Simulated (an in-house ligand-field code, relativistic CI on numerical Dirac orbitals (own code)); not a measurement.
# d6 in a ligand field: terms for several parameter sets

Which terms of d6 lie lowest for given Racah parameters and ligand field?

The numbers are computed with an in-house ligand-field code version 1 (parametric ligand-field model of a d^n configuration (Racah B and C, spin-orbit zeta, crystal field), exact diagonalisation), except any that are marked as measured or tabulated.

### Step 1. The system

```
shell        : d6
set 1 (cm⁻¹) : B = 780, C = 3690, Oh, 10Dq = 8750
set 2 (cm⁻¹) : B = 380, C = 1470, Oh, 10Dq = 14850
set 3 (cm⁻¹) : B = 810, C = 3500, Td, 10Dq = -2850
set 4 (cm⁻¹) : B = 820, C = 3170, Oh, 10Dq = 34800
set 5 (cm⁻¹) : B = 1050, C = 4390, Oh, 10Dq = 10150
set 6 (cm⁻¹) : B = 690, C = 2660, Oh, 10Dq = 21850
set 7 (cm⁻¹) : B = 1040, C = 4530, Oh, 10Dq = 6400
set 8 (cm⁻¹) : B = 360, C = 1300, Oh, 10Dq = 6350
```

### Step 2. Set 1

Settings of the run:

```ini
n = 6
racah_B = 780  # cm-1
racah_C = 3690  # cm-1
zeta = 0  # cm-1
symmetry = Oh
field = {"10Dq": 8750}  # cm-1
```

### Step 3. Set 2

Settings of the run:

```ini
n = 6
racah_B = 380  # cm-1
racah_C = 1470  # cm-1
zeta = 0  # cm-1
symmetry = Oh
field = {"10Dq": 14850}  # cm-1
```

### Step 4. Set 3

Settings of the run:

```ini
n = 6
racah_B = 810  # cm-1
racah_C = 3500  # cm-1
zeta = 0  # cm-1
symmetry = Td
field = {"10Dq": -2850}  # cm-1
```

### Step 5. Set 4

Settings of the run:

```ini
n = 6
racah_B = 820  # cm-1
racah_C = 3170  # cm-1
zeta = 0  # cm-1
symmetry = Oh
field = {"10Dq": 34800}  # cm-1
```

### Step 6. Set 5

Settings of the run:

```ini
n = 6
racah_B = 1050  # cm-1
racah_C = 4390  # cm-1
zeta = 0  # cm-1
symmetry = Oh
field = {"10Dq": 10150}  # cm-1
```

### Step 7. Set 6

Settings of the run:

```ini
n = 6
racah_B = 690  # cm-1
racah_C = 2660  # cm-1
zeta = 0  # cm-1
symmetry = Oh
field = {"10Dq": 21850}  # cm-1
```

### Step 8. Set 7

Settings of the run:

```ini
n = 6
racah_B = 1040  # cm-1
racah_C = 4530  # cm-1
zeta = 0  # cm-1
symmetry = Oh
field = {"10Dq": 6400}  # cm-1
```

### Step 9. Set 8

Settings of the run:

```ini
n = 6
racah_B = 360  # cm-1
racah_C = 1300  # cm-1
zeta = 0  # cm-1
symmetry = Oh
field = {"10Dq": 6350}  # cm-1
```

(Steps that only read results are left out.)

Q: Predict the outcome of this session. Wanted: lowest terms; sets at their largest spin, of those that allow S over 1.

The runs gave:

| set | 10Dq/B (size) | lowest | S | electrons in z² and x²-y² | first level of the same spin (cm⁻¹) |
| --- | --- | --- | --- | --- | --- |
| 1: Oh | 11.2 | 5T2 | 2.00 | 2.00 | 5E 8750 |
| 2: Oh | 39.1 | 1A1 | 0.00 | 0.03 | 1T1 13838 |
| 3: Td | 3.5 | 5E | 2.00 | 3.00 | 5T2 2850 |
| 4: Oh | 42.4 | 1A1 | 0.00 | 0.03 | 1T1 32571 |
| 5: Oh | 9.7 | 5T2 | 2.00 | 2.00 | 5E 10150 |
| 6: Oh | 31.7 | 1A1 | 0.00 | 0.04 | 1T1 20120 |
| 7: Oh | 6.2 | 5T2 | 2.00 | 2.00 | 5E 6400 |
| 8: Oh | 17.6 | 1A1 | 0.00 | 0.07 | 1T1 5643 |

| quantity | value |
| --- | --- |
| lowest terms | 1: 5T2, 2: 1A1, 3: 5E, 4: 1A1, 5: 5T2, 6: 1A1, 7: 5T2, 8: 1A1 |
| sets at their largest spin, of those that allow S over 1 | 1, 3, 5, 7 |

What this shows: 4 of 8 sets have the highest spin that their shell allows, S = 2. A negative 10Dq stands for a tetrahedral field. B, C and the field are free parameters here, not those of a compound.
